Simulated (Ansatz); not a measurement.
**(111) superlattice of 14 and 10 atomic planes of ZnSe and ZnS, in-plane a of ZnS, 24 atoms**

Aim: a base single point, then the same cell under other settings, to see what each one moves.

Program: Ansatz 0.2.0, PAW, plane waves. These are calculated values, not measurements.

## (1) The system as built

24 atoms (12 Zn, 7 Se, 5 S); a = 3.787 Å, b = 3.787 Å, c = 39.069 Å, α = 90.00°, β = 90.00°, γ = 120.00°. All atoms were shaken off their sites by about 0.02 Å along each axis.

Structure file:

```cif
data_structure
_symmetry_space_group_name_H-M 'P 1'
_symmetry_Int_Tables_number 1
_cell_length_a 3.7875
_cell_length_b 3.7875
_cell_length_c 39.0691
_cell_angle_alpha 90.000
_cell_angle_beta 90.000
_cell_angle_gamma 120.000
_cell_volume 485.35
loop_
_atom_site_label
_atom_site_type_symbol
_atom_site_fract_x
_atom_site_fract_y
_atom_site_fract_z
_atom_site_occupancy
Zn1 Zn 0.99962 0.00186 0.00091 1
Zn2 Zn 0.99570 0.98842 0.25861 1
Zn3 Zn 0.00693 0.01085 0.51843 1
Zn4 Zn 0.99608 0.99916 0.76239 1
Zn5 Zn 0.33125 0.66817 0.08654 1
Zn6 Zn 0.33472 0.66638 0.34431 1
Zn7 Zn 0.33063 0.65756 0.60407 1
Zn8 Zn 0.33951 0.67458 0.84226 1
Zn9 Zn 0.66553 0.33593 0.17198 1
Zn10 Zn 0.65832 0.32450 0.43103 1
Zn11 Zn 0.67124 0.34883 0.68249 1
Zn12 Zn 0.66521 0.33346 0.91999 1
Se1 Se 0.99689 0.99294 0.06490 1
Se2 Se 0.99974 0.99370 0.32306 1
Se3 Se 0.99168 0.99605 0.58303 1
Se4 Se 0.32618 0.66943 0.15091 1
Se5 Se 0.34142 0.67808 0.40908 1
Se6 Se 0.67671 0.33435 0.23687 1
Se7 Se 0.67145 0.35050 0.49675 1
S1 S 0.00121 0.99888 0.82226 1
S2 S 0.34128 0.66229 0.66412 1
S3 S 0.32804 0.65363 0.90078 1
S4 S 0.66317 0.32686 0.74240 1
S5 S 0.66442 0.32707 0.97951 1
```

## (2) PBEsol on the given atoms

Input file in.yaml:

```yaml
crystal:
  lattice:
    - [2.678134, -2.678134, 0.000000]
    - [0.000000, 2.678134, -2.678134]
    - [22.556583, 22.556583, 22.556583]
  atoms:
    - { symbol: Zn, position: [0.999621, 0.001864, 0.000911] }
    - { symbol: Zn, position: [0.995699, 0.988422, 0.258608] }
    - { symbol: Zn, position: [0.006926, 0.010846, 0.518425] }
    - { symbol: Zn, position: [0.996085, 0.999161, 0.762391] }
    - { symbol: Zn, position: [0.331247, 0.668165, 0.086539] }
    - { symbol: Zn, position: [0.334716, 0.666383, 0.344306] }
    - { symbol: Zn, position: [0.330630, 0.657563, 0.604068] }
    - { symbol: Zn, position: [0.339511, 0.674583, 0.842263] }
    - { symbol: Zn, position: [0.665533, 0.335930, 0.171981] }
    - { symbol: Zn, position: [0.658321, 0.324503, 0.431028] }
    - { symbol: Zn, position: [0.671243, 0.348829, 0.682493] }
    - { symbol: Zn, position: [0.665207, 0.333460, 0.919986] }
    - { symbol: Se, position: [0.996894, 0.992945, 0.064897] }
    - { symbol: Se, position: [0.999742, 0.993696, 0.323060] }
    - { symbol: Se, position: [0.991683, 0.996046, 0.583035] }
    - { symbol: Se, position: [0.326183, 0.669431, 0.150909] }
    - { symbol: Se, position: [0.341419, 0.678079, 0.409082] }
    - { symbol: Se, position: [0.676710, 0.334352, 0.236872] }
    - { symbol: Se, position: [0.671452, 0.350502, 0.496749] }
    - { symbol: S, position: [0.001211, 0.998877, 0.822261] }
    - { symbol: S, position: [0.341276, 0.662292, 0.664123] }
    - { symbol: S, position: [0.328035, 0.653635, 0.900779] }
    - { symbol: S, position: [0.663169, 0.326858, 0.742401] }
    - { symbol: S, position: [0.664424, 0.327072, 0.979507] }
kpoints:
  mp_grid: { grid: [4, 4, 1] }
hamiltonian:
  xc: pbesol
scf:
  occupations: { method: fermi_dirac, width: 0.01 }
output:
  forces: true
  eigenvalues: true
  stress: true
  populations: true
  write_density: true
  write_potential: true
  elf: true
  volumetric_format: npy
```

The run is started by

```bash
> ansatz run in.yaml --threads 2 --pin off --max-ram 30400MiB --runs-dir r --events-out ev --progress --plain --backend cuda --devices 0, --max-vram 18GiB
```

## (3) Variant: starting moment 8 μB, occupations fixed, at most 4 cycles

in.yaml: that of step 2 with these lines changed.

```diff
@@ -34,4 +34,8 @@
   xc: pbesol
+magnetization:
+  spin_polarized: true
+  initial_magnetization: 8
 scf:
-  occupations: { method: fermi_dirac, width: 0.01 }
+  occupations: { method: fixed }
+  max_iter: 4
 output:
@@ -40,6 +44 @@
   stress: true
-  populations: true
-  write_density: true
-  write_potential: true
-  elf: true
-  volumetric_format: npy
```

## (4) Variant: starting moment 4 μB, functional LDA

in.yaml: that of step 3 with these lines changed.

```diff
@@ -33,9 +33,9 @@
 hamiltonian:
-  xc: pbesol
+  xc: lda
 magnetization:
   spin_polarized: true
-  initial_magnetization: 8
+  initial_magnetization: 4
 scf:
-  occupations: { method: fixed }
-  max_iter: 4
+  occupations: { method: fermi_dirac, width: 0.01 }
+  max_iter: 50
 output:
@@ -44 +44,5 @@
   stress: true
+  write_density: true
+  write_potential: true
+  elf: true
+  volumetric_format: npy
```

## (5) Changed settings: smearing width 0.03 eV, functional PBE, cutoff 650 eV

in.yaml: that of step 4 with these lines changed.

```diff
@@ -32,10 +32,8 @@
   mp_grid: { grid: [4, 4, 1] }
+basis: { ecutwfc: 650 }
 hamiltonian:
-  xc: lda
-magnetization:
-  spin_polarized: true
-  initial_magnetization: 4
+  xc: pbe
 scf:
-  occupations: { method: fermi_dirac, width: 0.01 }
-  max_iter: 50
+  occupations: { method: fermi_dirac, width: 0.03 }
+  max_iter: 70
 output:
@@ -44,5 +42 @@
   stress: true
-  write_density: true
-  write_potential: true
-  elf: true
-  volumetric_format: npy
```

## (6) Run again with accuracy low, k points 2×2×1

in.yaml: that of step 5 with these lines changed.

```diff
@@ -1 +1,2 @@
+accuracy: low
 crystal:
@@ -31,8 +32,7 @@
 kpoints:
-  mp_grid: { grid: [4, 4, 1] }
-basis: { ecutwfc: 650 }
+  mp_grid: { grid: [2, 2, 1] }
 hamiltonian:
-  xc: pbe
+  xc: pbesol
 scf:
-  occupations: { method: fermi_dirac, width: 0.03 }
+  occupations: { method: fermi_dirac, width: 0.01 }
   max_iter: 70
@@ -42 +42,5 @@
   stress: true
+  write_density: true
+  write_potential: true
+  elf: true
+  volumetric_format: npy
```

Before running it: what results should come out? Wanted: for each run, settings; status; energy from base; forces from base.

The runs gave:

| settings | status | cycles | time | energy from base (meV/atom) | forces from base (eV/Å rms) | filled to empty level on the mesh (eV) |
| --- | --- | --- | --- | --- | --- | --- |
| base | converged | 9 | 11 s (GPU) | 0 | 0 | 0.83 |
| starting moment 8 μB, occupations fixed, at most 4 cycles | refused | - | 0.2 s (GPU) | - | - | - |
| starting moment 4 μB, functional LDA | converged | 14 | 12 s (GPU) | - | 0.033 | 0.73 |
| smearing width 0.03 eV, functional PBE, cutoff 650 eV | converged | 10 | 6.7 s (GPU) | - | 0.031 | 0.94 |
| accuracy low, k points 2×2×1 | converged, settings too loose | 10 | 5.2 s (GPU) | +385.1 | 0.135 | 0.83 |

Among these variants the forces move most with accuracy low, k points 2×2×1 (0.135 eV/Å rms) and least with smearing width 0.03 eV, functional PBE, cutoff 650 eV (0.031). 1 of 4 variants gave no result: starting moment 8 μB, occupations fixed, at most 4 cycles (refused).
